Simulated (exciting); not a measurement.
# HfB (Fm-3m) in exciting: a series of runs

One crystal, HfB, is run at these levels: PBEsol, LDA; tasks: single point.

Program: exciting (release sodium). These are calculated values, not measurements. Logs are shortened: lines on timing, memory, paths and dates and some standing lists are left out, and cuts for length are marked.

**1. Starting point**

It takes space group Fm-3m (No. 225, cubic). Conventional cell: a = 4.620 Å, b = 4.620 Å, c = 4.620 Å, α = 90.00°, β = 90.00°, γ = 90.00°. Around Hf (site symmetry m-3m) lie 6 B at 2.31 Å. Around B (site symmetry m-3m) lie 6 Hf at 2.31 Å.

**2. Single point, PBEsol**

Contents of input.xml:

```xml
<input>
  <title>HfB</title>
  <structure speciespath="./" tshift="false">
    <crystal scale="1">
      <basevect>6.173420288499 0.000000000000 0.000000000000</basevect>
      <basevect>3.086710144250 5.346338798060 0.000000000000</basevect>
      <basevect>3.086710144250 1.782112932624 5.040576558179</basevect>
    </crystal>
    <species speciesfile="Hf.xml" rmt="2.3">
      <atom coord="0.500000000000 0.500000000000 0.500000000000"/>
    </species>
    <species speciesfile="B.xml" rmt="1.45">
      <atom coord="0.000000000000 0.000000000000 0.000000000000"/>
    </species>
  </structure>
  <groundstate do="fromscratch" ngridk="10 10 10" rgkmax="7" gmaxvr="14" lmaxapw="10" lmaxmat="10" lmaxvr="8" xctype="GGA_PBE_SOL" stype="Gaussian" swidth="0.00367493" nempty="14" ValenceRelativity="iora*" epsengy="1e-05" epspot="1e-05" maxscl="60" tforce="true" outputlevel="high"/>
</input>
```

Potentials or basis: all-electron LAPW+lo, shipped species files, valence relativity iora*.

Command:

```bash
OMP_NUM_THREADS=1 exciting_smp
```

INFO.OUT:

```text
================================================================================
EXCITING SODIUM started
[... 10 lines left out ...]

 Lattice vectors (cartesian) :
      6.1734202885      0.0000000000      0.0000000000
      3.0867101443      5.3463387981      0.0000000000
      3.0867101443      1.7821129326      5.0405765582

 Reciprocal lattice vectors (cartesian) :
      1.0177802601     -0.5876157072     -0.4155070513
      0.0000000000      1.1752314143     -0.4155070513
      0.0000000000      0.0000000000      1.2465211538

 Unit cell volume                           :     166.3652192978
 Brillouin zone volume                      :       1.4909980252

 Species :    1 (Hf)
     parameters loaded from                 :    Hf.xml
     name                                   :    hafnium
     nuclear charge                         :     -72.00000000
     electronic charge                      :      72.00000000
     atomic mass                            :  325367.36570000
     muffin-tin radius                      :       2.30000000
     # of radial points in muffin-tin       :     450

     atomic positions (lattice) :
       1 :   0.50000000  0.50000000  0.50000000

 Species :    2 (B)
     parameters loaded from                 :    B.xml
     name                                   :    boron
     nuclear charge                         :      -5.00000000
     electronic charge                      :       5.00000000
     atomic mass                            :   19707.24741000
     muffin-tin radius                      :       1.45000000
     # of radial points in muffin-tin       :     250

     atomic positions (lattice) :
       1 :   0.00000000  0.00000000  0.00000000

 Total number of atoms per unit cell        :       2

 Spin treatment                             :    spin-unpolarised

 Number of Bravais lattice symmetries       :      48
 Number of crystal symmetries               :      48

 k-point grid                               :      10   10   10
 Total number of k-points                   :      47
 k-point set is reduced with crystal symmetries

 R^MT_min * |G+k|_max (rgkmax)              :       7.00000000
 Species with R^MT_min                      :       2 (B)
 Maximum |G+k| for APW functions            :       4.82758621
 Maximum |G| for potential and density      :      14.00000000
 Polynomial order for pseudochg. density    :       9

 G-vector grid sizes                        :      30    30    30
 Total number of G-vectors                  :    7727

 Maximum angular momentum used for
     APW functions                          :      10
     computing H and O matrix elements      :      10
     potential and density                  :       8
     inner part of muffin-tin               :       2

 Total nuclear charge                       :     -77.00000000
 Total electronic charge                    :      77.00000000
 Total core charge                          :      48.00000000
 Total valence charge                       :      29.00000000

 Effective Wigner radius, r_s               :       0.80197544

 Number of empty states                     :      14
 Total number of valence states             :      29

 Maximum Hamiltonian size                   :     363
 Maximum number of plane-waves              :     332
 Total number of local-orbitals             :      31

 Exchange-correlation type                  :      22
     PBEsol, Phys. Rev. Lett. 100, 136406 (2008)
     Generalised gradient approximation (GGA)

 Smearing scheme                            :    Gaussian
 Smearing width                             :       0.00367493

 Using multisecant Broyden potential mixing
[... 6 lines left out ...]
* Groundstate module started                                                   *
********************************************************************************
 Output level for this task is set to high

++++++++++++++++++++++++++++++++++++++++++++++++++++++++++++++++++++++++++++++++
[... 5 lines left out ...]
+ SCF iteration number :    1                                                  +
++++++++++++++++++++++++++++++++++++++++++++++++++++++++++++++++++++++++++++++++
 Total energy                               :    -15097.82903002
 _______________________________________________________________
 Fermi energy                               :         0.38621864
 Kinetic energy                             :     16920.39581201
 Coulomb energy                             :    -31709.17783387
 Exchange energy                            :      -303.98788522
 Correlation energy                         :        -5.05912294
 Sum of eigenvalues                         :     -9224.99187001
 Effective potential energy                 :    -26145.38768202
 Coulomb potential energy                   :    -25738.47884051
 xc potential energy                        :      -406.90884151
 Hartree energy                             :      4772.44907592
 Electron-nuclear energy                    :    -35283.37699235
 Nuclear-nuclear energy                     :     -1198.24991744
 Madelung energy                            :    -18839.93841362
 Core-electron kinetic energy               :         0.00000000
[... 340 lines left out ...]
 Electron charges :
     core                                   :        48.00000000
     core leakage                           :         0.00081053
     valence                                :        29.00000000
     interstitial                           :         4.38922793
     charge in muffin-tin spheres :
                  atom     1    Hf          :        69.39445515
                  atom     2     B          :         3.21631692
     total charge in muffin-tins            :        72.61077207
     total charge                           :        77.00000000

 RMS change in effective potential (target) :  0.156151      ( 0.100000E-04)
 Absolute change in total energy   (target) :  0.315687      ( 0.100000E-04)
 Charge distance                   (target) :  0.103948E-02  ( 0.100000E-04)
 Abs. change in max-nonIBS-force   (target) :   0.00000      ( 0.500000E-04)

++++++++++++++++++++++++++++++++++++++++++++++++++++++++++++++++++++++++++++++++
[... 9 further cycles ...]
+ SCF iteration number :   20                                                  +
++++++++++++++++++++++++++++++++++++++++++++++++++++++++++++++++++++++++++++++++
 Total energy                               :    -15118.04325065
 _______________________________________________________________
 Fermi energy                               :         0.41883420
 Kinetic energy                             :     16907.22235177
 Coulomb energy                             :    -31715.89200363
 Exchange energy                            :      -304.30324700
 Correlation energy                         :        -5.07035178
 Sum of eigenvalues                         :     -9229.42175755
 Effective potential energy                 :    -26136.64410932
 Coulomb potential energy                   :    -25729.30081666
 xc potential energy                        :      -407.34329266
 Hartree energy                             :      4788.34126953
 Electron-nuclear energy                    :    -35305.98335572
 Nuclear-nuclear energy                     :     -1198.24991744
 Madelung energy                            :    -18851.24159530
 Core-electron kinetic energy               :         0.00000000
[... 345 lines left out ...]
 Electron charges :
     core                                   :        48.00000000
     core leakage                           :         0.00080959
     valence                                :        29.00000000
     interstitial                           :         4.39167998
     charge in muffin-tin spheres :
                  atom     1    Hf          :        69.38424172
                  atom     2     B          :         3.22407830
     total charge in muffin-tins            :        72.60832002
     total charge                           :        77.00000000

 RMS change in effective potential (target) :  0.292747E-06  ( 0.100000E-04)
 Absolute change in total energy   (target) :  0.114955E-05  ( 0.100000E-04)
 Charge distance                   (target) :  0.291901E-08  ( 0.100000E-04)
 Abs. change in max-nonIBS-force   (target) :   0.00000      ( 0.500000E-04)

++++++++++++++++++++++++++++++++++++++++++++++++++++++++++++++++++++++++++++++++
| Convergency criteria checked for the last 2 iterations                       +
| Convergence targets achieved. Performing final SCF iteration                 +
++++++++++++++++++++++++++++++++++++++++++++++++++++++++++++++++++++++++++++++++
 Total energy                               :    -15118.04155389
 _______________________________________________________________
 Fermi energy                               :         0.41883238
 Kinetic energy                             :     16907.22410176
 Coulomb energy                             :    -31715.89206975
 Exchange energy                            :      -304.30323548
 Correlation energy                         :        -5.07035041
 Sum of eigenvalues                         :     -9229.42128589
 Effective potential energy                 :    -26136.64538765
 Coulomb potential energy                   :    -25729.30211226
 xc potential energy                        :      -407.34327539
 Hartree energy                             :      4788.34004005
 Electron-nuclear energy                    :    -35305.98219236
 Nuclear-nuclear energy                     :     -1198.24991744
 Madelung energy                            :    -18851.24101362
 Core-electron kinetic energy               :         0.00000000

 DOS at Fermi energy (states/Ha/cell)       :        34.47652142

 Electron charges :
     core                                   :        48.00000000
     core leakage                           :         0.00080959
     valence                                :        29.00000000
     interstitial                           :         4.39167999
     charge in muffin-tin spheres :
                  atom     1    Hf          :        69.38424173
                  atom     2     B          :         3.22407829
     total charge in muffin-tins            :        72.60832001
     total charge                           :        77.00000000

++++++++++++++++++++++++++++++++++++++++++++++++++++++++++++++++++++++++++++++++
+ Self-consistent loop stopped                                                 +
++++++++++++++++++++++++++++++++++++++++++++++++++++++++++++++++++++++++++++++++
 STATE.OUT is written

--------------------------------------------------------------------------------
- Writing atomic positions and forces                                          -
--------------------------------------------------------------------------------

 Atomic positions (lattice) :
 atom     1  Hf  :     0.50000000    0.50000000    0.50000000
 atom     2   B  :     0.00000000    0.00000000    0.00000000

 Total atomic forces including IBS (cartesian) :
 atom     1  Hf  :     0.00000000    0.00000000   -0.00000000
 atom     2   B  :    -0.00000000   -0.00000000    0.00000000

 Atomic force components including IBS (cartesian) :
 atom     1  Hf  :    -0.00000000    0.00000000   -0.00000000   HF force
                 :     0.00000000   -0.00000000   -0.00000000   core correction
                 :     0.00000000    0.00000000   -0.00000000   IBS correction
 atom     2   B  :     0.00000000   -0.00000000    0.00000000   HF force
                 :    -0.00000000    0.00000000    0.00000000   core correction
                 :    -0.00000000   -0.00000000    0.00000000   IBS correction

********************************************************************************
* Groundstate module stopped                                                   *
********************************************************************************

================================================================================
| EXCITING SODIUM stopped                                                      =
================================================================================
```

It took 3.3 min on 1 thread of Arm Neoverse V2, shared host; peak memory 0.13 GiB.

Results:

| Quantity | Value |
| --- | --- |
| Free energy | -411382.8743 eV |
| Band gap on the k mesh | none (metal or under the smearing width) |
| All electrons inside the program's atomic spheres | Hf 69.38; B 3.22 (radii Hf 2.3, B 1.45 bohr) |
| Density of states at the Fermi level | 1.27 states/eV per cell |

Levels at points of the mesh, in eV from the Fermi level:
```csv
k point,band 13,band 14,band 15,band 16,band 17,band 18
"(0.00, 0.00, 0.00)",2.14,2.14,2.14,4.09,4.09,4.09
"(0.50, 0.00, 0.00)",-3.94,-1.38,-1.38,6.47,6.47,7.53
"(0.50, 0.50, 0.00)",-1.15,-0.89,2.46,2.46,6.20,7.84
```

Caveat: the log's total energy holds no entropy term; the free energy is that total less TS from the occupations. Spin-orbit coupling is left out, which matters for the levels of Hf.

**3. Single point, LDA**

Contents of input.xml:

```xml
<input>
  <title>HfB</title>
  <structure speciespath="./" tshift="false">
    <crystal scale="1">
      <basevect>6.173420288499 0.000000000000 0.000000000000</basevect>
      <basevect>3.086710144250 5.346338798060 0.000000000000</basevect>
      <basevect>3.086710144250 1.782112932624 5.040576558179</basevect>
    </crystal>
    <species speciesfile="Hf.xml" rmt="2.3">
      <atom coord="0.500000000000 0.500000000000 0.500000000000"/>
    </species>
    <species speciesfile="B.xml" rmt="1.45">
      <atom coord="0.000000000000 0.000000000000 0.000000000000"/>
    </species>
  </structure>
  <groundstate do="fromscratch" ngridk="10 10 10" rgkmax="7" gmaxvr="14" lmaxapw="10" lmaxmat="10" lmaxvr="8" xctype="LDA_PW" stype="Gaussian" swidth="0.00367493" nempty="14" ValenceRelativity="iora*" epsengy="1e-05" epspot="1e-05" maxscl="60" tforce="true" outputlevel="normal"/>
  <properties>
    <chargedensityplot>
      <plot3d>
        <box grid="17 17 17">
          <origin coord="0 0 0"/>
          <point coord="1 0 0"/>
          <point coord="0 1 0"/>
          <point coord="0 0 1"/>
        </box>
      </plot3d>
    </chargedensityplot>
    <elfplot>
      <plot3d>
        <box grid="17 17 17">
          <origin coord="0 0 0"/>
          <point coord="1 0 0"/>
          <point coord="0 1 0"/>
          <point coord="0 0 1"/>
        </box>
      </plot3d>
    </elfplot>
    <exccplot>
      <plot3d>
        <box grid="17 17 17">
          <origin coord="0 0 0"/>
          <point coord="1 0 0"/>
          <point coord="0 1 0"/>
          <point coord="0 0 1"/>
        </box>
      </plot3d>
    </exccplot>
  </properties>
</input>
```

Potentials or basis: all-electron LAPW+lo, shipped species files, valence relativity iora*.

Command:

```bash
OMP_NUM_THREADS=1 exciting_smp
```

Wall time 1.9 min (1 thread of Arm Neoverse V2, shared host); peak memory 0.13 GiB.

The run converged. Its results:

* Free energy: -411258.4810 eV
* Band gap on the k mesh: none (metal or under the smearing width)
* All electrons inside the program's atomic spheres: Hf 69.40; B 3.23 (radii Hf 2.3, B 1.45 bohr)
* Density of states at the Fermi level: 1.25 states/eV per cell

Levels at points of the mesh, in eV from the Fermi level:
```tsv
k point	band 12	band 13	band 14	band 15	band 16	band 17	band 18	band 19
(0.00, 0.00, 0.00)	-9.44	2.11	2.11	2.11	4.06	4.06	4.06	4.14
(0.50, 0.00, 0.00)	-5.00	-3.82	-1.39	-1.39	6.39	6.39	7.45	8.64
(0.50, 0.50, 0.00)	-6.61	-1.13	-0.82	2.47	2.47	6.15	7.75	7.75
```

Caveat: the log's total energy holds no entropy term; the free energy is that total less TS from the occupations.
